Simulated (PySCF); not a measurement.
# C2H8NPSi: excited states

Aim: compute the excited states of C2H8NPSi (`C/N=C\[SiH2]P`).

Programs: PySCF 2.14.0, with routines of our own; each step states its level. All values are computed. Atoms count from 0.

## (1) The starting structure

13 atoms, charge 0, multiplicity 1; geometry from: GFN2-xTB.

## (2) Excited states: TDA PBE0/def2-TZVP

Job settings and geometry (Å):

```
{"job": {"kind": "states", "xc": "PBE0", "basis": "def2-TZVP", "tda": true, "soc": true, "nstates": 5, "ntriplets": 4, "nquad": 4}, "charge": 0, "multiplicity": 1}
C      1.935739     0.602962     0.197212
N      1.588705    -0.253163    -0.884551
C      0.484685    -0.849562    -0.929474
Si    -0.974095    -0.841076     0.312987
P     -1.850391     1.218378     0.447385
H      2.803110     0.176447     0.703407
H      1.122862     0.752667     0.922435
H      2.237773     1.564279    -0.220070
H      0.346814    -1.466630    -1.814634
H     -1.914396    -1.849873    -0.190735
H     -0.561877    -1.208782     1.671741
H     -3.146902     0.797593     0.678249
H     -2.076417     1.357246    -0.911678
```

With the program's defaults for keys left out, this is: TDA PBE0/def2-TZVP excited states, vertical, gas phase, spin-orbit mean-field couplings.

On the command line:

```console
$ OMP_NUM_THREADS=1 python excited_run.py task.json out
```

This one command runs all jobs of the session in turn.

Standard output:

```text
coarse grid: 11448 points
cycle   1  E = -766.2266172539  dE =  3.018e-01  |g| = 3.034e-01  |ddm| = 2.591e+00
cycle   2  E = -766.2079452975  dE =  1.867e-02  |g| = 4.154e-01  |ddm| = 6.644e-01
cycle   3  E = -766.2473972224  dE = -3.945e-02  |g| = 1.108e-01  |ddm| = 4.250e-01
cycle   4  E = -766.2497820437  dE = -2.385e-03  |g| = 3.432e-02  |ddm| = 7.220e-02
cycle   5  E = -766.2500418354  dE = -2.598e-04  |g| = 5.953e-03  |ddm| = 2.379e-02
cycle   6  E = -766.2500508968  dE = -9.061e-06  |g| = 2.387e-03  |ddm| = 7.259e-03
final grid: 100240 points
cycle   7  E = -766.2415523140  dE = -3.078e-05  |g| = 7.475e-03  |ddm| = 3.237e-02
cycle   8  E = -766.2415460972  dE =  6.217e-06  |g| = 8.549e-03  |ddm| = 1.494e-02
cycle   9  E = -766.2415655802  dE = -1.948e-05  |g| = 9.734e-04  |ddm| = 8.727e-03
cycle  10  E = -766.2415657497  dE = -1.695e-07  |g| = 4.146e-04  |ddm| = 8.775e-04
cycle  11  E = -766.2415657854  dE = -3.566e-08  |g| = 1.033e-04  |ddm| = 2.618e-04
cycle  12  E = -766.2415657879  dE = -2.543e-09  |g| = 2.798e-05  |ddm| = 7.968e-05
cycle  13  E = -766.2415657881  dE = -1.965e-10  |g| = 3.844e-06  |ddm| = 1.998e-05
converged SCF energy = -766.2415657881

Singlet excitations
state   eV       nm        f     d(h-e)  d(exc)  Lambda  PR(NTO)  |dmu|/D   mu/D   main configurations
  1   4.0236   308.1   0.00140   0.576   2.563   0.596   1.007    1.423    0.502   H->L 0.97
  2   5.5261   224.4   0.05553   2.416   3.752   0.445   1.080    6.658    7.428   H-1->L 0.93
  3   5.9518   208.3   0.03307   2.076   3.763   0.432   1.095    5.739    4.849   H->L+1 0.90
  4   6.3213   196.1   0.02879   0.504   3.167   0.538   1.534    1.346    0.515   H-1->L+1 0.71, H->L+2 0.18
  5   6.4758   191.5   0.02976   2.297   3.989   0.403   1.327                     H->L+2 0.73, H-1->L+1 0.10

Triplet excitations (Tamm-Dancoff)
state   eV     d(h-e)  d(exc)  Lambda  PR(NTO)   main configurations
  1   3.1681   0.545   2.442   0.593   1.005   H->L 0.95
  2   4.4989   0.323   2.428   0.668   1.036   H-2->L 0.61, H-1->L 0.23
  3   5.1684   1.579   3.299   0.528   1.125   H-1->L 0.61, H-2->L 0.17
  4   5.4646   0.341   2.818   0.530   1.144   H-1->L+1 0.58, H->L+1 0.26
S1 - T1 = 0.8555 eV

Spin-orbit couplings |<S|Hso|T>| (cm-1)
             T1       T2       T3       T4
S0       21.823    6.395   38.450   54.574
S1        0.222   11.288   18.998   10.126
S2       18.130   14.654    5.769   12.895
S3       13.429    6.298   16.860   14.687
S4        4.103    8.090   23.078    9.080
S5        8.481    4.460   10.401    9.178
T1 sublevels (cm-1): 0.000 0.001 0.031   radiative rates (1/s): 12.2 1.35 13.2
```

It took 47 s on 1 thread of Arm Neoverse N1, shared host; peak memory 0.81 GiB.

Key values:

| quantity | value |
| --- | --- |
| S1 less T1 | 0.86 eV |

Orbitals, density, ELF and potential are computed afterwards from the orbital file.

Frontier orbitals at PBE0/def2-TZVP, with the share of their density that lies nearest to each atom:

| orbital | energy (eV) | lies on |
| --- | --- | --- |
| HOMO | -6.84 | N1 53 %; C2 10 %; Si3 9 % |
| LUMO | -1.07 | N1 29 %; C2 28 %; Si3 9 % |

ELF in a plane through or near 4 of the atoms.

Ten even steps from ' ' (0.00) to '@' (1.00):
```
                                                        
                                                        
                              ..==++++::                
                            ::##@@@@%%**::              
                            ==@@@@@@@@%%==..            
            ..----..  ..    ==@@@@%%####**##**++        
            ::****====++::  ::%%%%..==--@@@@@@@@==      
            ::**##**##%%++  ..##**--##--@@@@@@@@**      
        ..::++##::****##--  ..**%%##++**@@@@@@@@==      
        ..==####==..**--    ::++##@@%%++==****++        
        ..::======##**::..++##....::**--..              
                ::++**++++%%@@..==..++==..              
              ..--++####**%%@@++..**@@@@@@++            
              ..--==++**++****--==@@@@@@@@%%..          
                ..::::--==--::  --@@@@@@@@%%            
                        ..      ..##@@@@%%::            
                                  ..====..              
                                                        
                                                        
                                                        
```
The map spans 11.4 Å across and 9.3 Å up, centred on the molecule. Atoms in the plane (x, y in Å): C0 (-2.0, 0.5), P4 (1.8, 1.4), H9 (2.0, -1.7), H11 (3.1, 1.2).

log10 of the density (e/Å³) in the same plane.

Ten even steps from '0' (-4.0) to '9' (1.4):
```
0000000000000000000000000000
0000000000000001122110000000
0000000000000122333322100000
0000000111111233444433210000
0000011222222334555544321000
0000123444443445677665442100
0001234566554456788776543200
0001345677765456789777653210
0012346789775556677666543200
0012346778765556676655442100
0002345677766666776554332100
0001234567777777876553221000
0000123456677776677654220000
0000012345566666667654220000
0000002334455555566654210000
0000000122334443444433110000
0000000011223322233322100000
0000000000111111112110000000
0000000000000000000000000000
0000000000000000000000000000
```
The map spans 11.4 Å across and 9.3 Å up, centred on the molecule. Atoms in the plane (x, y in Å): C0 (-2.0, 0.5), P4 (1.8, 1.4), H9 (2.0, -1.7), H11 (3.1, 1.2).

On the surface of density 0.002 e/bohr³ the electrostatic potential runs, from the 1st to the 99th percentile, from -1.46 V near N1 to 0.95 V near H9.

## (3) Excited states: TDDFT PBE0/def2-SVPD

The job, as its differences from that of step 2:

```diff
@@ -1,2 +1,2 @@
-{"job": {"kind": "states", "xc": "PBE0", "basis": "def2-TZVP", "tda": true, "soc": true, "nstates": 5, "ntriplets": 4, "nquad": 4}, "charge": 0, "multiplicity": 1}
+{"job": {"kind": "states", "xc": "PBE0", "basis": "def2-SVPD", "tpa": true, "nstates": 6, "nquad": 5, "ntriplets": 0}, "charge": 0, "multiplicity": 1}
 C      1.935739     0.602962     0.197212
```

Level: TDDFT PBE0/def2-SVPD excited states, vertical, gas phase, two-photon moments by quadratic response.

Standard output:

```text
coarse grid: 11448 points
cycle   1  E = -765.7801557903  dE =  2.822e-01  |g| = 2.629e-01  |ddm| = 4.726e+00
cycle   2  E = -765.7627425791  dE =  1.741e-02  |g| = 3.849e-01  |ddm| = 1.395e+00
cycle   3  E = -765.7987753849  dE = -3.603e-02  |g| = 8.747e-02  |ddm| = 8.710e-01
cycle   4  E = -765.8003499483  dE = -1.575e-03  |g| = 2.619e-02  |ddm| = 1.383e-01
cycle   5  E = -765.8005173773  dE = -1.674e-04  |g| = 5.078e-03  |ddm| = 3.785e-02
cycle   6  E = -765.8005246119  dE = -7.235e-06  |g| = 1.608e-03  |ddm| = 1.124e-02
final grid: 100240 points
cycle   7  E = -765.8881533215  dE = -1.639e-05  |g| = 6.050e-03  |ddm| = 6.976e-02
cycle   8  E = -765.8881482342  dE =  5.087e-06  |g| = 7.366e-03  |ddm| = 2.522e-02
cycle   9  E = -765.8881638990  dE = -1.566e-05  |g| = 9.979e-04  |ddm| = 1.490e-02
cycle  10  E = -765.8881641162  dE = -2.172e-07  |g| = 2.169e-04  |ddm| = 1.886e-03
cycle  11  E = -765.8881641266  dE = -1.041e-08  |g| = 7.041e-05  |ddm| = 3.377e-04
cycle  12  E = -765.8881641280  dE = -1.367e-09  |g| = 1.407e-05  |ddm| = 1.092e-04
cycle  13  E = -765.8881641281  dE = -5.275e-11  |g| = 2.851e-06  |ddm| = 2.688e-05
converged SCF energy = -765.8881641281

Singlet excitations
state   eV       nm        f     d(h-e)  d(exc)  Lambda  PR(NTO)  |dmu|/D   mu/D   delta(TPA)   sigma/GM   main configurations
  1   3.9653   312.7   0.00100   0.599   2.592   0.590   1.011    1.525    0.546        0.81      0.005   H->L 0.97
  2   5.4713   226.6   0.05440   2.452   3.768   0.432   1.057    6.752    7.586      176.92      1.940   H-1->L 0.96
  3   5.9461   208.5   0.01576   1.934   3.874   0.402   1.057    5.143    4.116       42.19      0.546   H->L+1 0.96
  4   6.2683   197.8   0.01835   2.019   3.950   0.386   1.363    6.095    5.114      100.18      1.442   H->L+2 0.76, H-1->L+1 0.15
  5   6.4320   192.8   0.03898   0.767   3.444   0.510   1.490    2.175    1.131       29.93      0.454   H-1->L+1 0.49, H-1->L+2 0.20, H->L+2 0.17
  6   6.6152   187.4   0.03150   2.124   3.909   0.430   1.171                                            H->L+3 0.81
```

Wall time 33 s (1 thread of Arm Neoverse N1, shared host); peak memory 0.61 GiB.

## (4) Outcome

| quantity | value |
| --- | --- |
| S1 less T1 (step 2, TDA PBE0/def2-TZVP) | 0.86 eV |
| potential on the surface of density 0.002 e/bohr³, 1st and 99th percentile | -1.46 V and 0.95 V |

What this shows: In step 2, the number of triplets below S1 is 1, and the largest singlet-triplet spin-orbit coupling is S0–T4, 54.57 cm⁻¹. At PBE0/def2-TZVP, counted by nearest atom on the grid, the HOMO lies on N1 53 %; C2 10 %, the LUMO on N1 29 %; C2 28 %.
